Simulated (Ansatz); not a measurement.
This was printed by a script on the Ansatz DFT code, driven from Python, for a ladder of basis sets of CH5BSe, SMILES B[Se]C. What did the script look like? Settings (for the species named): PBE0, cc-pVDZ basis, multiplicity 1. The script varies basis: cc-pVDZ, cc-pVTZ.

```xyz
8

B    -1.0436    0.5456   -1.0106
Se    0.4906   -0.6466   -1.1587
C     0.8230   -0.4928    0.7355
H    -0.8715    1.7663   -1.1524
H    -2.1617    0.1438   -0.8099
H     1.0640    0.5791    1.0124
H     1.7693   -1.1094    1.0045
H     0.0221   -0.8431    1.3234
```

`python ch5bse.py` gives:
```text
cc-pVDZ          80 orbitals  reference   -2467.076424 Ha  total   -2467.076424 Ha
cc-pVTZ         173 orbitals  reference   -2467.170905 Ha  total   -2467.170905 Ha
cc-pVDZ        lies    2.5710 eV above cc-pVTZ
cc-pVTZ        lies    0.0000 eV above cc-pVTZ
```

One script that gives this output:

Script `ch5bse.py`:
```python
import ansatz as az

XC = 'pbe0'


def main() -> None:
    system = (
        az.Crystal.molecule()
        .atom('B', (-1.0436, 0.5456, -1.0106))
        .atom('Se', (0.4906, -0.6466, -1.1587))
        .atom('C', (0.823, -0.4928, 0.7355))
        .atom('H', (-0.8715, 1.7663, -1.1524))
        .atom('H', (-2.1617, 0.1438, -0.8099))
        .atom('H', (1.064, 0.5791, 1.0124))
        .atom('H', (1.7693, -1.1094, 1.0045))
        .atom('H', (0.0221, -0.8431, 1.3234))
    )

    calc = system.calculation().functional(XC)

    energies = {}
    for basis in ['cc-pVDZ', 'cc-pVTZ']:
        r = calc.basis(gaussian=basis).run(threads=1, pin='off').report
        size = r['n_frozen'] + r['n_occupied'][0] + r['n_virtual'][0]
        energies[basis] = (r['reference_energy_ev'] / 27.211386246, r['free_energy_ev'] / 27.211386246)
        print(f'{basis:14s} {size:4d} orbitals  reference {energies[basis][0]:14.6f} Ha  total {energies[basis][1]:14.6f} Ha')

    last = energies['cc-pVTZ'][1]
    for basis, (_, total) in energies.items():
        print(f'{basis:14s} lies {27.211386 * (total - last):9.4f} eV above cc-pVTZ')


if __name__ == '__main__':
    main()
```

Against cc-pVDZ: cc-pVTZ -94.5 mHa. The last step alone is -94.48 mHa. From the first set to the last the time grows from 2.6 to 4.3 s.

The settings weren't tested for convergence. The geometry is a force-field or estimated start, not a minimum of this method, and the last set is no limit. Much of the fall in a total is atomic energy, which cancels in bond and reaction energies. Run time: 7.4 s on 1 thread of Arm Neoverse V1, with other jobs on the host, peak memory 0.33 GiB.
